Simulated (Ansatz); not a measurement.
# C3H8Si2: rotation by 120° about the C3–Si4 bond, part 2 of 2

Aim: the minimum-energy path and barrier of the rotation by 120° about the C3–Si4 bond. The ends are relaxed first, then joined by a nudged elastic band. SMILES of the start: C=C=C[SiH2][SiH3].

Ansatz 0.2.0; RKS r2SCAN-D4/def2-SVP.

## (6) Nudged elastic band

crystal.atoms is end A as relaxed above, and neb.final_atoms is end B, turned to lie on A. With 5 inner images the band has 7 in all.

The input, input.yaml:

```yaml
crystal:
  periodic: [false, false, false]
  atoms:
    - { symbol: C, position_ang: [-1.476414, -0.79673, 2.507512] }
    - { symbol: C, position_ang: [-0.437858, -0.64156, 1.722815] }
    - { symbol: C, position_ang: [0.577338, -0.497685, 0.902128] }
    - { symbol: Si, position_ang: [0.395212, -0.649158, -0.95994] }
    - { symbol: Si, position_ang: [0.642704, 1.471048, -1.943309] }
    - { symbol: H, position_ang: [-1.728666, -1.777705, 2.925196] }
    - { symbol: H, position_ang: [-2.118072, 0.050436, 2.7749] }
    - { symbol: H, position_ang: [1.564353, -0.250656, 1.322987] }
    - { symbol: H, position_ang: [-0.950743, -1.214286, -1.277637] }
    - { symbol: H, position_ang: [1.449799, -1.563666, -1.503391] }
    - { symbol: H, position_ang: [-0.448305, 2.381212, -1.476331] }
    - { symbol: H, position_ang: [1.956909, 2.064791, -1.543486] }
    - { symbol: H, position_ang: [0.594145, 1.389162, -3.436544] }
basis:
  gaussian: { orbitals: def2-SVP }
hamiltonian:
  xc: r2scan
  dispersion: d4
neb:
  order_check: false
  images: 5
  f_tol: 0.05
  max_iterations: 60
  initial_path: idpp
  final_atoms:
    - { symbol: C, position_ang: [-0.46723604, -1.03380656, 2.80050634] }
    - { symbol: C, position_ang: [-0.79419127, -0.5612168, 1.62265309] }
    - { symbol: C, position_ang: [-1.08944157, -0.1118307, 0.42464481] }
    - { symbol: Si, position_ang: [-0.06874595, -0.54039569, -1.09124067] }
    - { symbol: Si, position_ang: [1.09165969, 1.36910527, -1.81886648] }
    - { symbol: H, position_ang: [0.22953417, -0.49650266, 3.45397333] }
    - { symbol: H, position_ang: [-0.88681768, -1.97641018, 3.16948754] }
    - { symbol: H, position_ang: [-1.95161471, 0.56387655, 0.31257809] }
    - { symbol: H, position_ang: [-0.96501478, -1.01334919, -2.19418813] }
    - { symbol: H, position_ang: [0.89239728, -1.62966564, -0.7433163] }
    - { symbol: H, position_ang: [0.1247078, 2.48105705, -2.07967275] }
    - { symbol: H, position_ang: [2.05214292, 1.81631307, -0.7636599] }
    - { symbol: H, position_ang: [1.85302214, 1.09802847, -3.07799897] }
```

Command:

```bash
$ ansatz run input.yaml --threads 2 --pin off --max-ram 3072MiB --backend cpu --events-out ev --progress --plain --runs-dir out
```

Log, cut to the lines that bear on the results:

```text
Warning: RAYON_NUM_THREADS=2 ignored (pool sized by the plan → 2); use --threads N
[...]
Functional definition: r2SCAN
[...]
1330 factors; their error is unknown
[...]
mean field -18983.97677449 eV, -697.6482786608 hartree, gradient 9.2e-6 eV, S^2 0.000000; 0 other end points of the search recorded, 0 dependent functions left out
[...]
reference -18983.97678687 eV, -697.6482791158 hartree; 27, 27 occupied and 91, 91 virtual orbitals, 1330 factors
1330 factors; their error is unknown
[...]
mean field -18983.97680335 eV, -697.6482797214 hartree, gradient 9.4e-6 eV, S^2 0.000000; 0 other end points of the search recorded, 0 dependent functions left out
[...]
reference -18983.97681585 eV, -697.6482801809 hartree; 27, 27 occupied and 91, 91 virtual orbitals, 1330 factors
NEB end point (image 0): max|allowed force component| = 1.162e-2 eV/Å (the criterion of neb.relax_end_points is 1.000e-2)
[...]
Atom 3 at    -0.061060    -0.255616    -0.927079 Å, force     0.000373    -0.000128    -0.007502 eV/Å
Atom 4 at     0.919481     1.528990    -2.094454 Å, force    -0.002450    -0.002249    -0.001565 eV/Å
Atom 5 at    -0.396791    -2.408552     3.066906 Å, force    -0.000315     0.002772     0.000217 eV/Å
Atom 6 at    -2.049319    -1.526847     2.963990 Å, force    -0.003046     0.001653     0.002576 eV/Å
Atom 7 at     0.482682     1.025139     1.285443 Å, force     0.000027    -0.002178    -0.003159 eV/Å
Atom 8 at    -1.479486    -0.431158    -1.371509 Å, force     0.000129    -0.000371     0.000421 eV/Å
Atom 9 at     0.667422    -1.523820    -1.246207 Å, force     0.000520     0.000211     0.000354 eV/Å
Atom 10 at     0.186411     2.800231    -1.802285 Å, force    -0.000453     0.000808    -0.000462 eV/Å
Atom 11 at     2.342960     1.700898    -1.666604 Å, force     0.001628     0.000442    -0.000374 eV/Å
Atom 12 at     0.889088     1.286838    -3.569502 Å, force    -0.000732    -0.001028     0.000969 eV/Å
Dipole moment:    -0.032034    -0.044881     0.135011 e Å
this run last wrote the band of iteration 14 to <dir>
```

Wall time 4.3 min (2 threads of Arm Neoverse V2, shared host); peak memory 0.17 GiB.

## (7) What the band shows

The 5 inner images lie between the fixed ends 0 and 6. Energy is taken from image 0, and the path length is the program's own coordinate along the band.

| image | path (Å) | energy (eV) | dihedral C2–C3–Si4–Si5 (°) | band force (eV/Å) |
| --- | --- | --- | --- | --- |
| 0 | 0.000 | 0.0000 | 109 | - |
| 1 | 1.169 | 0.0117 | 132 | 0.013 |
| 2 | 2.339 | 0.0418 | 156 | 0.031 |
| 3* | 3.508 | 0.0603 | 179 | 0.021 |
| 4 | 4.698 | 0.0445 | -157 | 0.032 |
| 5 | 5.889 | 0.0130 | -133 | 0.021 |
| 6 | 7.081 | 0.0000 | -110 | - |

The star marks the climbing image.

image, energy (eV) and a bar:
```
        0      0.000 
        1      0.012 ######
        2      0.042 #####################
        3      0.060 ##############################
        4      0.044 ######################
        5      0.013 ######
        6      0.000
```

The top of the band by iteration:

| iteration | highest image above image 0 (eV) | largest band force (eV/Å) |
| --- | --- | --- |
| 1 | 0.2232 | 0.757 |
| 3 | 0.1000 | 0.415 |
| 5 | 0.0667 | 0.256 |
| 7 | 0.0683 | 0.213 |
| 9 | 0.0612 | 0.065 |
| 11 | 0.0606 | 0.171 |
| 13 | 0.0603 | 0.133 |
| 14 | 0.0603 | 0.032 |

Positions of all images (Å):

```xyz
13
image=0 dE=0.0000
C    -1.476   -0.797    2.508
C    -0.438   -0.642    1.723
C     0.577   -0.498    0.902
Si    0.395   -0.649   -0.960
Si    0.643    1.471   -1.943
H    -1.729   -1.778    2.925
H    -2.118    0.050    2.775
H     1.564   -0.251    1.323
H    -0.951   -1.214   -1.278
H     1.450   -1.564   -1.503
H    -0.448    2.381   -1.476
H     1.957    2.065   -1.543
H     0.594    1.389   -3.437
13
image=1 dE=0.0117
C    -1.409   -1.123    2.582
C    -0.478   -0.692    1.767
C     0.436   -0.282    0.918
Si    0.256   -0.493   -0.939
Si    0.757    1.528   -2.028
H    -1.378   -2.142    2.984
H    -2.237   -0.477    2.894
H     1.345    0.196    1.316
H    -1.133   -0.945   -1.248
H     1.217   -1.531   -1.437
H    -0.208    2.602   -1.641
H     2.134    1.967   -1.639
H     0.719    1.357   -3.514
13
image=2 dE=0.0418
C    -1.254   -1.402    2.616
C    -0.496   -0.719    1.794
C     0.247   -0.064    0.931
Si    0.106   -0.358   -0.922
Si    0.848    1.545   -2.080
H    -0.920   -2.365    3.021
H    -2.228   -1.023    2.943
H     0.984    0.657    1.314
H    -1.309   -0.687   -1.274
H     0.961   -1.516   -1.338
H     0.005    2.737   -1.756
H     2.259    1.844   -1.676
H     0.816    1.317   -3.557
13
image=3 dE=0.0603
C    -1.002   -1.597    2.648
C    -0.489   -0.734    1.806
C     0.011    0.099    0.922
Si   -0.061   -0.256   -0.927
Si    0.919    1.529   -2.094
H    -0.397   -2.409    3.067
H    -2.049   -1.527    2.964
H     0.483    1.025    1.285
H    -1.479   -0.431   -1.372
H     0.667   -1.524   -1.246
H     0.186    2.800   -1.802
H     2.343    1.701   -1.667
H     0.889    1.287   -3.570
13
image=4 dE=0.0445
C    -0.690   -1.685    2.676
C    -0.469   -0.742    1.792
C    -0.260    0.186    0.887
Si   -0.250   -0.183   -0.959
Si    0.973    1.482   -2.074
H     0.135   -2.256    3.118
H    -1.709   -1.924    2.999
H    -0.104    1.219    1.231
H    -1.646   -0.181   -1.505
H     0.332   -1.538   -1.203
H     0.347    2.815   -1.805
H     2.387    1.523   -1.590
H     0.975    1.250   -3.551
13
image=5 dE=0.0130
C    -0.364   -1.657    2.662
C    -0.454   -0.699    1.772
C    -0.550    0.235    0.854
Si   -0.445   -0.135   -0.984
Si    1.008    1.393   -2.021
H     0.602   -1.954    3.086
H    -1.257   -2.191    3.007
H    -0.706    1.274    1.181
H    -1.794    0.013   -1.621
H     0.019   -1.542   -1.179
H     0.526    2.785   -1.758
H     2.397    1.265   -1.484
H     1.041    1.178   -3.501
13
image=6 dE=0.0000
C     0.493   -1.364    2.651
C    -0.191   -0.715    1.742
C    -0.857   -0.088    0.799
Si   -0.535   -0.382   -1.026
Si    0.488    1.519   -1.956
H     1.442   -0.972    3.035
H     0.133   -2.315    3.060
H    -1.612    0.658    1.094
H    -1.828   -0.635   -1.739
H     0.350   -1.575   -1.182
H    -0.367    2.723   -1.716
H     1.818    1.748   -1.315
H     0.686    1.365   -3.431
```

## (8) Frequencies at the highest image

The geometry is the highest inner image of the first converged band.

The input, input.yaml:

```yaml
crystal:
  periodic: [false, false, false]
  atoms:
    - { symbol: C, position_ang: [-1.002336, -1.596673, 2.648194] }
    - { symbol: C, position_ang: [-0.489299, -0.733577, 1.805521] }
    - { symbol: C, position_ang: [0.010649, 0.099349, 0.922485] }
    - { symbol: Si, position_ang: [-0.06106, -0.255616, -0.927079] }
    - { symbol: Si, position_ang: [0.919481, 1.52899, -2.094454] }
    - { symbol: H, position_ang: [-0.396791, -2.408552, 3.066906] }
    - { symbol: H, position_ang: [-2.049319, -1.526847, 2.96399] }
    - { symbol: H, position_ang: [0.482682, 1.025139, 1.285443] }
    - { symbol: H, position_ang: [-1.479486, -0.431158, -1.371509] }
    - { symbol: H, position_ang: [0.667422, -1.52382, -1.246207] }
    - { symbol: H, position_ang: [0.186411, 2.800231, -1.802285] }
    - { symbol: H, position_ang: [2.34296, 1.700898, -1.666604] }
    - { symbol: H, position_ang: [0.889088, 1.286838, -3.569502] }
basis:
  gaussian: { orbitals: def2-SVP }
hamiltonian:
  xc: r2scan
  dispersion: d4
phonons: {}
```

Command:

```bash
$ ansatz run input.yaml --threads 2 --pin off --max-ram 3072MiB --backend cpu --events-out ev --progress --plain --runs-dir out
```

Log, cut to the lines that bear on the results:

```text
Warning: RAYON_NUM_THREADS=2 ignored (pool sized by the plan → 2); use --threads N
[...]
[... 1 set-up line as earlier in the session ...]
[...]
1330 factors; their error is unknown
[...]
mean field -18983.91778459 eV, -697.6461108222 hartree, gradient 2.3e-5 eV, S^2 0.000000; 0 other end points of the search recorded, 0 dependent functions left out
[...]
reference -18983.91779682 eV, -697.6461112713 hartree; 27, 27 occupied and 91, 91 virtual orbitals, 1330 factors
[...]
1330 factors; their error is unknown
mean field -18983.91759791 eV, -697.6461039619 hartree, gradient 1.6e-6 eV, S^2 0.000000; 0 other end points of the search recorded, 0 dependent functions left out
[...]
reference -18983.91761014 eV, -697.6461044111 hartree; 27, 27 occupied and 91, 91 virtual orbitals, 1330 factors
[...]
1330 factors; their error is unknown
mean field -18983.91760760 eV, -697.6461043179 hartree, gradient 1.6e-6 eV, S^2 0.000000; 0 other end points of the search recorded, 0 dependent functions left out
[...]
WARN: phonons: modes at or below zero, which the zero-point energy, F, S and C_V leave out: 1, the lowest at -51.54 cm⁻¹. A minimum has none, and a first-order saddle one
[...]
Atom 5 at    -0.396791    -2.408552     3.066906 Å, force    -0.000320     0.002766     0.000219 eV/Å
Atom 6 at    -2.049319    -1.526847     2.963990 Å, force    -0.003094     0.001663     0.002608 eV/Å
Atom 7 at     0.482682     1.025139     1.285443 Å, force     0.000005    -0.002219    -0.003131 eV/Å
Atom 8 at    -1.479486    -0.431158    -1.371509 Å, force     0.000245    -0.000369     0.000414 eV/Å
Atom 9 at     0.667422    -1.523820    -1.246207 Å, force     0.000505     0.000238     0.000301 eV/Å
Atom 10 at     0.186411     2.800231    -1.802285 Å, force    -0.000418     0.000757    -0.000431 eV/Å
Atom 11 at     2.342960     1.700898    -1.666604 Å, force     0.001487     0.000436    -0.000377 eV/Å
Atom 12 at     0.889088     1.286838    -3.569502 Å, force    -0.000741    -0.001010     0.001116 eV/Å
Dipole moment:    -0.032033    -0.044878     0.135011 e Å
Vibrations: -51.54 84.52 95.42 162.26 306.18 344.67 406.84 441.46 479.32 508.97 595.95 716.35 720.52 785.36 805.28 864.23 867.86 926.88 932.31 942.09 975.73 1081.71 1237.79 1419.22 2036.35 2198.94 2200.18 2206.59 2216.24 2220.66 3115.61 3128.31 3220.77 cm⁻¹, zero-point energy 2.370860 eV
```

Run time: 2.5 min. Hardware: 2 threads of Arm Neoverse V2, shared host; peak memory 0.18 GiB.

Of 33 modes, 1 is imaginary by more than 30 cm⁻¹ (52i cm⁻¹).

## (9) Another band, settings changed

crystal.atoms is end A as relaxed above, and neb.final_atoms is end B, turned to lie on A. With 5 inner images the band has 7 in all.

The input, input.yaml:

```yaml
crystal:
  periodic: [false, false, false]
  atoms:
    - { symbol: C, position_ang: [-1.476414, -0.79673, 2.507512] }
    - { symbol: C, position_ang: [-0.437858, -0.64156, 1.722815] }
    - { symbol: C, position_ang: [0.577338, -0.497685, 0.902128] }
    - { symbol: Si, position_ang: [0.395212, -0.649158, -0.95994] }
    - { symbol: Si, position_ang: [0.642704, 1.471048, -1.943309] }
    - { symbol: H, position_ang: [-1.728666, -1.777705, 2.925196] }
    - { symbol: H, position_ang: [-2.118072, 0.050436, 2.7749] }
    - { symbol: H, position_ang: [1.564353, -0.250656, 1.322987] }
    - { symbol: H, position_ang: [-0.950743, -1.214286, -1.277637] }
    - { symbol: H, position_ang: [1.449799, -1.563666, -1.503391] }
    - { symbol: H, position_ang: [-0.448305, 2.381212, -1.476331] }
    - { symbol: H, position_ang: [1.956909, 2.064791, -1.543486] }
    - { symbol: H, position_ang: [0.594145, 1.389162, -3.436544] }
basis:
  gaussian: { orbitals: def2-SVP }
hamiltonian:
  xc: r2scan
  dispersion: d4
neb:
  order_check: false
  images: 5
  f_tol: 0.05
  max_iterations: 6
  initial_path: idpp
  final_atoms:
    - { symbol: C, position_ang: [-0.46723604, -1.03380656, 2.80050634] }
    - { symbol: C, position_ang: [-0.79419127, -0.5612168, 1.62265309] }
    - { symbol: C, position_ang: [-1.08944157, -0.1118307, 0.42464481] }
    - { symbol: Si, position_ang: [-0.06874595, -0.54039569, -1.09124067] }
    - { symbol: Si, position_ang: [1.09165969, 1.36910527, -1.81886648] }
    - { symbol: H, position_ang: [0.22953417, -0.49650266, 3.45397333] }
    - { symbol: H, position_ang: [-0.88681768, -1.97641018, 3.16948754] }
    - { symbol: H, position_ang: [-1.95161471, 0.56387655, 0.31257809] }
    - { symbol: H, position_ang: [-0.96501478, -1.01334919, -2.19418813] }
    - { symbol: H, position_ang: [0.89239728, -1.62966564, -0.7433163] }
    - { symbol: H, position_ang: [0.1247078, 2.48105705, -2.07967275] }
    - { symbol: H, position_ang: [2.05214292, 1.81631307, -0.7636599] }
    - { symbol: H, position_ang: [1.85302214, 1.09802847, -3.07799897] }
```

Command:

```bash
$ ansatz run input.yaml --threads 2 --pin off --max-ram 3072MiB --backend cpu --events-out ev --progress --plain --runs-dir out
```

Log:

```text
Warning: RAYON_NUM_THREADS=2 ignored (pool sized by the plan → 2); use --threads N
Engine: ansatz 0.2.0, aarch64-unknown-linux-gnu
[... 1 set-up line as earlier in the session ...]
  parameter k0 = 0.174
  parameter k1 = 0.065
  parameter a1 = 4.9479
  exchange = r2scan_x(k0 = k0, k1 = k1, a1 = a1)
  correlation = r2scan_c
1330 factors; their error is unknown
mean field evaluation 1: about -18978.0107 eV, gradient 4.6e1 eV
mean field evaluation 2: about -18975.3328 eV, gradient 5.4e1 eV
mean field evaluation 4: about -18984.0043 eV, gradient 5.0e0 eV
mean field evaluation 8: about -18984.0695 eV, gradient 1.2e-1 eV
mean field evaluation 16: about -18983.9768 eV, gradient 3.2e-4 eV
mean field -18983.97677449 eV, -697.6482786608 hartree, gradient 9.2e-6 eV, S^2 0.000000; 0 other end points of the search recorded, 0 dependent functions left out
[... 4 lines left out ...]
mean field -18983.97680335 eV, -697.6482797214 hartree, gradient 9.4e-6 eV, S^2 0.000000; 0 other end points of the search recorded, 0 dependent functions left out
[... 2 lines left out ...]
NEB end point (image 0): max|allowed force component| = 1.162e-2 eV/Å (the criterion of neb.relax_end_points is 1.000e-2)
NEB end point (image 6): max|allowed force component| = 1.036e-2 eV/Å (the criterion of neb.relax_end_points is 1.000e-2)
[... 1 line left out ...]
mean field -18983.89904936 eV, -697.6454223150 hartree, gradient 2.0e-5 eV, S^2 0.000000; 0 other end points of the search recorded, 0 dependent functions left out
[... 4 lines left out ...]
mean field -18983.79018648 eV, -697.6414216782 hartree, gradient 7.2e-6 eV, S^2 0.000000; 0 other end points of the search recorded, 0 dependent functions left out
[... 4 lines left out ...]
mean field -18983.75416656 eV, -697.6400979702 hartree, gradient 9.4e-6 eV, S^2 0.000000; 0 other end points of the search recorded, 0 dependent functions left out
[... 3 lines left out ...]
mean field -18983.79322666 eV, -697.6415334025 hartree, gradient 1.9e-5 eV, S^2 0.000000; 0 other end points of the search recorded, 0 dependent functions left out
[... 4 lines left out ...]
mean field -18983.90108493 eV, -697.6454971209 hartree, gradient 2.0e-5 eV, S^2 0.000000; 0 other end points of the search recorded, 0 dependent functions left out
[... from here on, the SCF cycles and remarks between the steps are left out, and one step in 2 is shown ...]
NEB iter   1: max|band force component| = 7.572e-1 eV/Å  barrier→ = 0.2232 eV  barrier← = 0.2232 eV  Δτ_max = 0.1961 Å  (202 SCF iters)
NEB iter   2: max|band force component| = 8.113e-1 eV/Å  barrier→ = 0.1739 eV  barrier← = 0.1739 eV  Δτ_max = 0.1000 Å  (142 SCF iters)
NEB iter   4: max|band force component| = 3.368e-1 eV/Å  barrier→ = 0.0839 eV  barrier← = 0.0839 eV  CI = image 3  Δτ_max = 0.0609 Å  (152 SCF iters)
NEB iter   6: max|band force component| = 4.255e-1 eV/Å  barrier→ = 0.0759 eV  barrier← = 0.0759 eV  CI = image 4  Δτ_max = 0.0422 Å  (151 SCF iters)
[...]
this run last wrote the band of iteration 6 to <dir>
Error: NEB band did not converge after 6 iterations: max|band force component| = 4.25e-1 eV/Å (threshold 5.0e-2); raise `neb.max_iterations` in a new run, which can start from the last band evaluated (`neb.initial_path`, with `crystal.atoms` and `neb.final_atoms` set to its first and last images), add images, or start from endpoints closer to local minima. Where this run's directory can be resumed (`checkpoint.write`), a resume goes on for up to `neb.max_iterations` more; to start a new run from the last band, take its images' positions from the `neb_iteration` event of iteration 6 (`data.images[].positions_ang`), in the event stream of the run that computed that iteration (not this run's, if it was resumed behind it). With `checkpoint.write`, `steps/00-neb/state/checkpoint.json` in the run directory holds the last saved band, under `neb.evaluated.images[].positions_ang` (a band under a hybrid functional on support functions is neither saved nor resumed: `neb.initial_path` says where its path is): check the last entry of `neb.iterations` there, which is earlier than 6 if that iteration was not saved or its write failed. If the band's step has no `state` directory and holds `state.next`, a write was cut short, and the file is under `state.next` instead (behind a loss of power it can be under `state.prev`)
this run wrote the band of iteration 6 to <dir> as well, whether or not its events were kept: a new run's `neb.initial_path` can list its `images[].positions_ang`
a run's events are kept only if it was started with --events-out <file>, and are in that file
```

Run time: 1.7 min. Hardware: 2 threads of Arm Neoverse V2, shared host; peak memory 0.18 GiB.

## (10) Images and barrier

The run ended unconverged after 6 band iterations. The table shows its last band, which is no minimum-energy path. The 5 inner images lie between the fixed ends 0 and 6. Energy is taken from image 0, and the path length is the program's own coordinate along the band.

| image | path (Å) | energy (eV) | dihedral C2–C3–Si4–Si5 (°) | band force (eV/Å) |
| --- | --- | --- | --- | --- |
| 0 | 0.000 | 0.0000 | 109 | - |
| 1 | 1.173 | 0.0154 | 131 | 0.132 |
| 2 | 2.346 | 0.0494 | 155 | 0.207 |
| 3 | 3.519 | 0.0639 | 180 | 0.160 |
| 4* | 4.699 | 0.0759 | -158 | 0.425 |
| 5 | 5.878 | 0.0150 | -133 | 0.091 |
| 6 | 7.058 | 0.0000 | -110 | - |

The star marks the climbing image.

image, energy (eV) and a bar:
```
        0      0.000 
        1      0.015 ######
        2      0.049 ####################
        3      0.064 #########################
        4      0.076 ##############################
        5      0.015 ######
        6      0.000
```

## (11) What came out

The summary covers parts 1 to 2.

| quantity | value |
| --- | --- |
| end A | 26 moves, 0.462 eV lower |
| end B | 27 moves, 0.514 eV lower |
| first band: barrier forwards | 0.060 eV |
| first band: barrier backwards | 0.060 eV |
| first band: second end relative to first | 0.000 eV |
| first band: highest image | 3 of 0 to 6, climbing |
| first band: band iterations | 14 |
| imaginary modes at the top | 52i cm⁻¹ |
| second band | not converged, 6 iterations, 5 inner images |
| time, first and second band | 4.3 min and 1.7 min |

In words: In the first band: the barrier from the first end is 0.060 eV, 2.3 times kT at 300 K. The two ends lie within 1 meV of each other. The listed dihedral goes from 109° at end A through 179° at the highest image to -110° at end B; the relaxed ends differ by 141° in it rather than the 120° set up, and other torsions can move along the band as well. One imaginary mode, as a first-order saddle point has. As for the second band: the cap on iterations is too low for the band to settle. These are electronic energies, with no zero-point or thermal terms.
